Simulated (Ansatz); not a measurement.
# CH9AlSi2: molecular dynamics

Purpose: to follow the molecule's vibrations and see whether its bonds hold. The start is relaxed first. Runs: 40 steps of 3 fs under a Nosé-Hoover thermostat at 200 K. SMILES of the start: C[SiH2][SiH2][AlH2].

All numbers below are computed with Ansatz 0.2.0 (RKS revPBE/STO-3G).

## (1) Starting point

Bond lengths: C1–Si2 1.803 Å, Si2–Si3 2.212 Å, Si3–Al4 2.346 Å, C1–H5 1.098 Å, C1–H6 1.118 Å, C1–H7 1.148 Å, Si2–H8 1.458 Å, Si2–H9 1.492 Å, Si3–H10 1.508 Å, Si3–H11 1.482 Å, Al4–H12 1.548 Å, Al4–H13 1.700 Å. Angles (14 of 21 angles, heavy atoms first): C1–Si2–Si3 108.9°, Si2–Si3–Al4 112.1°, C1–Si2–H8 111.2°, C1–Si2–H9 107.9°, Si3–Si2–H8 107.4°, Si3–Si2–H9 109.3°, Si2–C1–H5 113.3°, Si2–C1–H6 113.3°, Si2–C1–H7 110.4°, Si2–Si3–H10 109.7°, Si2–Si3–H11 109.6°, Al4–Si3–H10 109.5°, Al4–Si3–H11 108.9°, Si3–Al4–H12 122.4°.

As a file:

```xyz
13

C    -1.7588   -0.1668    0.7856
Si   -0.3726   -1.2604    0.4206
Si    1.4547   -0.0398    0.1685
Al    1.2551    1.4923   -1.5964
H    -1.6053    0.4425    1.6856
H    -2.7307   -0.7077    0.8987
H    -1.9108    0.5852   -0.0690
H    -0.5883   -1.9863   -0.8256
H    -0.1953   -2.1805    1.5812
H     1.7506    0.7009    1.4487
H     2.6126   -0.9270   -0.0932
H     2.1659    1.4405   -2.8467
H    -0.0567    2.5724   -1.5433
```

## (2) Relaxing the start

input.yaml

```yaml
crystal:
  periodic: [false, false, false]
  atoms:
    - { symbol: C, position_ang: [-1.7588, -0.1668, 0.7856] }
    - { symbol: Si, position_ang: [-0.3726, -1.2604, 0.4206] }
    - { symbol: Si, position_ang: [1.4547, -0.0398, 0.1685] }
    - { symbol: Al, position_ang: [1.2551, 1.4923, -1.5964] }
    - { symbol: H, position_ang: [-1.6053, 0.4425, 1.6856] }
    - { symbol: H, position_ang: [-2.7307, -0.7077, 0.8987] }
    - { symbol: H, position_ang: [-1.9108, 0.5852, -0.069] }
    - { symbol: H, position_ang: [-0.5883, -1.9863, -0.8256] }
    - { symbol: H, position_ang: [-0.1953, -2.1805, 1.5812] }
    - { symbol: H, position_ang: [1.7506, 0.7009, 1.4487] }
    - { symbol: H, position_ang: [2.6126, -0.927, -0.0932] }
    - { symbol: H, position_ang: [2.1659, 1.4405, -2.8467] }
    - { symbol: H, position_ang: [-0.0567, 2.5724, -1.5433] }
basis:
  gaussian: { orbitals: STO-3G }
hamiltonian:
  xc: revpbe
relax:
  f_tol: 0.02
  max_steps: 40
scf:
  lower_state_search: "off"
output:
  orbitals: {}
```

Run with:

```sh
ansatz run input.yaml --threads 1 --pin off --max-ram 2048MiB --backend cpu --events-out ev --progress --plain --runs-dir out
```

The runs that follow: Dynamics.

Before running it: what results should come out? Wanted: relaxation of the start; temperature, first and last step; temperature, second half; potential energy, second half; largest change of the conserved energy; bonds formed or broken.

**Answer**, as computed:

| quantity | value |
| --- | --- |
| relaxation of the start | 17 moves, 0.595 eV lower |
| length | 40 steps of 3 fs |
| temperature, first and last step | 200 and 395 K |
| temperature, second half | mean 5540 K, from 395 to 25187 K |
| potential energy, second half | +1568 meV/atom from the start |
| largest change of the conserved energy | 14892.57 meV/atom |
| bonds formed or broken | 5 |

What this shows: The temperature runs away to 56098 K: the integration has become unstable, and nothing after that is physical. Averages from a run of 120 fs with 13 atoms are rough. The nuclei move classically, without zero-point motion, which matters most for hydrogen. The basis is very small, so the numbers are rough.
